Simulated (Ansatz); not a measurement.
**ZnS: an axial (c/a) deformation path**

The task here is to estimate one member of a computed series from the others.

Program: Ansatz 0.2.0. Level of theory: DFT r2SCAN, scalar-relativistic, plane waves, PAW. These are calculated values, not measurements.

### The starting structure

Symmetry: P6_3mc, No. 186, hexagonal system. The conventional cell has a = 3.811 Å, b = 3.811 Å, c = 6.234 Å, α = 90.00°, β = 90.00°, γ = 120.00°. Zn (site symmetry 3m) has 4 S at 2.31 to 2.40 Å in its first shell of neighbours. S (site symmetry 3m) is surrounded by 4 Zn at 2.31 to 2.40 Å.

Structure file:

```
Zn S
1.0
     3.81100    0.00000    0.00000
    -1.90550    3.30042    0.00000
     0.00000    0.00000    6.23400
Zn S
2 2
Direct
  0.33333 0.66667 0.00000
  0.66667 0.33333 0.50000
  0.33333 0.66667 0.38500
  0.66667 0.33333 0.88500
```

The cell is taken as given, not relaxed at this level.

### The reference cell

Reference values: F = -8466.8694 eV; pressure 0.12 GPa; largest force 0.317 eV/Å; gap on the mesh 2.82 eV. It was computed beforehand with the settings of the runs below.

Set-up of the first run:

At fixed volume and fractional coordinates, lengths along (0.000, 0.000, 1.000) are scaled against those across it; ρ is that ratio over its starting value.

input.yaml

```yaml
crystal:
  lattice:
    - [4.0231463824, 0.0, 0.0]
    - [-2.0115731912, 3.4841469703, 0.0]
    - [0.0, 0.0, 5.5938748836]
  atoms:
    - { symbol: Zn, position: [0.3333333333, 0.6666666667, 0.0] }
    - { symbol: Zn, position: [0.6666666667, 0.3333333333, 0.5] }
    - { symbol: S, position: [0.3333333333, 0.6666666667, 0.385] }
    - { symbol: S, position: [0.6666666667, 0.3333333333, 0.885] }
basis:
  ecutwfc: 500
kpoints:
  mp_grid: { grid: [12, 12, 4] }
hamiltonian:
  xc: r2scan
scf:
  occupations: { method: gaussian, width: 0.05 }
output:
  forces: true
  stress: true
  eigenvalues: true
```

Command:

```bash
ansatz run input.yaml --threads 1 --pin off --max-ram 2560MiB --backend cpu --events-out ev --progress --plain --runs-dir out
```

Steps of the session up to this table: At ρ = 0.850; At ρ = 1.200; Point ρ = 0.920; Point ρ = 1.100; ρ = 0.960; At ρ = 1.050; At ρ = 0.800; At ρ = 1.300.

One table of the session follows, with a row left open; its other results are not shown here.

It belongs to the step «The scan collected». The scan, with free energies counted from the undisturbed cell:

```
    ρ  ΔE (meV/atom)  pressure (GPa)  gap on the mesh (eV)
0.800          287.6             5.6                  1.95
0.850              ?               ?                     ?
0.920           27.0             0.4                  2.69
0.960            2.9             0.0                  2.75
1.000            0.0             0.1                  2.82
1.050           19.8             0.8                  2.70
1.100           59.8             2.0                  2.50
1.200          182.9             5.4                  1.94
1.300          344.1             9.5                  1.27
```

Q: Estimate the row for ρ = 0.850 from the others.

Worked estimate for «ΔE (meV/atom)». A straight line through the neighbours (0.800, 287.6) and (0.920, 27.0) gives 287.6 + (27.0 − 287.6) × (0.850 − 0.800) / (0.920 − 0.800) = 179.0; a parabola fitted to 3 rows on both sides gives 144.7.

**Answer.** ΔE (meV/atom): 137.2; pressure (GPa): 2.5; gap on the mesh (eV): 2.25. In «ΔE (meV/atom)» the line misses by +41.8 and the parabola by +7.5.
